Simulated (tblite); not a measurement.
# C5H17AlO2Si: the cost of one run

Computed with tblite 0.8.0 and PySCF 2.14.0, with density-fitted response routines of our own, on a single molecule in the gas phase. Atoms are numbered from 0 throughout.

**1. The starting structure**

26 atoms, charge 0, multiplicity 1; geometry from: force field or distance geometry start.

Bonds of the start (Å): C0–O1 1.40, O1–C2 1.40, O1–Al3 1.82, Al3–O4 1.83, O4–Si5 1.73, Si5–C6 1.84, Si5–C7 1.89, Si5–C8 1.86, C0–H9 1.10, C0–H10 1.12, C0–H11 1.12, C2–H12 1.07, C2–H13 1.10, C2–H14 1.14, Al3–H15 1.61, Al3–H16 1.59, C6–H17 1.10, C6–H18 1.13, C6–H19 1.12, C7–H20 1.13, C7–H21 1.09, C7–H22 1.11, C8–H23 1.12, C8–H24 1.09, C8–H25 1.10.

**2. Relaxing the molecule with GFN2-xTB**

Job settings and geometry (Å):

```
{"job": {"kind": "relax", "xc": "GFN2-xTB", "basis": "xTB"}, "charge": 0, "multiplicity": 1}
C      2.681800    -1.330800    -0.058200
O      2.478400    -0.121700    -0.733400
C      3.473900     0.809700    -0.435700
Al     0.854100     0.634800    -0.403900
O     -0.514200    -0.303800    -1.178600
Si    -1.843400    -0.186400    -0.080200
C     -3.451000    -0.586700    -0.870000
C     -1.914800     1.630600     0.435800
C     -1.374000    -1.249800     1.372100
H      2.672100    -1.251400     1.040800
H      1.884200    -2.062400    -0.343000
H      3.665500    -1.767000    -0.351000
H      4.453400     0.465700    -0.707700
H      3.422600     1.077800     0.629500
H      3.157800     1.732800    -1.026300
H      0.545900     0.656600     1.175000
H      0.838300     2.151700    -0.878400
H     -3.485000    -1.516200    -1.451400
H     -4.274700    -0.641900    -0.098600
H     -3.711600     0.267300    -1.541800
H     -2.979300     1.998500     0.365100
H     -1.332400     2.186900    -0.304400
H     -1.535000     1.795300     1.468300
H     -1.424500    -0.687400     2.344200
H     -1.989400    -2.146100     1.391200
H     -0.319800    -1.533400     1.283800
```

On the command line:

```console
$ OMP_NUM_THREADS=1 python probes_run.py task.json out
```

The driver reads the jobs from task.json and runs them one after another.

**Question.** How long does this first job take on 1 thread of Arm Neoverse N1, shared host, and how much memory does it need?

About 4.2 s, with a peak of 0.18 GiB.
